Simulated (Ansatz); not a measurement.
Set up this calculation in Ansatz 0.2.0, as the native input.

```
Task                                : band structure
Functional                          : r2SCAN
Potentials or basis                 : Ansatz PAW
Cutoff                              : 500 eV (not typed: the program's choice for these potentials)
k mesh                              : 4 × 4 × 3
Occupations                         : fermi-dirac, width 0.05 eV
Spin                                : non-collinear spin, ferromagnetic start, spin-orbit coupling
Starting moments                    : [[0.0, 0.0, 0.0], [0.0, 0.0, 0.0], [3.0, 0.0, 0.0], [3.0, 0.0, 0.0], [0.0, 0.0, 0.0], [0.0, 0.0, 0.0], [0.0, 0.0, 0.0], [0.0, 0.0, 0.0], [0.0, 0.0, 0.0]] μB
Path                                : [["X", "G", "Y"], ["L", "G", "Z"], ["N", "G", "M"], ["R", "G"]]
Points for each segment of the path : 10
```

CsLiCr2Te2S3:

```
Cs Li Cr Te S
1.0
     6.10792   -0.01886    0.00581
    -2.28822    5.93151    0.00333
    -1.38462   -2.19395    7.56260
Cs Li Cr Te S
1 1 2 2 3
Direct
  0.06348 0.10178 0.99394
  0.57026 0.58143 0.57403
  0.07801 0.50138 0.57990
  0.43162 0.02972 0.53722
  0.54458 0.76732 0.28198
  0.01143 0.65932 0.29902
  0.77800 0.37133 0.70773
  0.39402 0.82508 0.74875
  0.19605 0.23009 0.48646
```

The cell was built by a generator and needn't be a form met in nature.

These files were run (other wordings do the same):

input.yaml

```yaml
crystal:
  lattice:
    - [6.10792, -0.01886, 0.00581]
    - [-2.28822, 5.93151, 0.00333]
    - [-1.38462, -2.19395, 7.5626]
  atoms:
    - { symbol: Cs, position: [0.06348, 0.10178, 0.99394] }
    - { symbol: Li, position: [0.57026, 0.58143, 0.57403] }
    - { symbol: Cr, position: [0.07801, 0.50138, 0.5799], spin: 3.0, spin_axis: [3.0, 0.0, 0.0] }
    - { symbol: Cr, position: [0.43162, 0.02972, 0.53722], spin: 3.0, spin_axis: [3.0, 0.0, 0.0] }
    - { symbol: Te, position: [0.54458, 0.76732, 0.28198] }
    - { symbol: Te, position: [0.01143, 0.65932, 0.29902] }
    - { symbol: S, position: [0.778, 0.37133, 0.70773] }
    - { symbol: S, position: [0.39402, 0.82508, 0.74875] }
    - { symbol: S, position: [0.19605, 0.23009, 0.48646] }
hamiltonian:
  xc: r2scan
  pseudopotentials: { kind: paw_fr }
magnetization:
  noncollinear: true
  spin_orbit: true
kpoints:
  mp_grid: { grid: [4, 4, 3] }
  band_path:
    path:
      - [[-0.5, 0.0, 0.0], [0.0, 0.0, 0.0], [0.0, 0.0, 0.5]]
      - [[-0.5, 0.0, 0.5], [0.0, 0.0, 0.0], [0.0, 0.5, -0.5]]
      - [[-0.5, 0.5, -0.5], [0.0, 0.0, 0.0], [0.0, 0.5, 0.0]]
      - [[-0.5, 0.5, 0.0], [0.0, 0.0, 0.0]]
    npoints: 10
scf:
  occupations: { method: fermi_dirac, width: 0.05 }
  n_extra_bands: 22
output:
  forces: true
  stress: true
  eigenvalues: true
  fatbands: true
  write_density: true
  write_potential: true
  elf: true
  volumetric_format: npy
```

Potentials or basis: Ansatz PAW.

Command:

```console
$ ansatz run input.yaml --threads 8 --pin off --max-ram 20480MiB --backend cpu --events-out ev --progress --plain --runs-dir out
```

Results of the run:

* Pressure: 0.0 GPa
* Largest force: 0.106 eV/Å
* Band gap on the k mesh: none (metal or under the smearing width)
* Net moment: 5.51 μB per cell
* Absolute moment: 7.15 μB per cell

Caveat: the magnetic or orbital state may not be the lowest; only a ferromagnetic start was run, and an antiferromagnetic order may lie lower in energy; the PAW data sets come from PBE, with cores solved anew for the run's functional, which leaves a small shift of forces and pressure.

Wall time 11 min on 8 threads of Arm Neoverse V1, with other jobs on the host, peak memory 7.6 GiB.
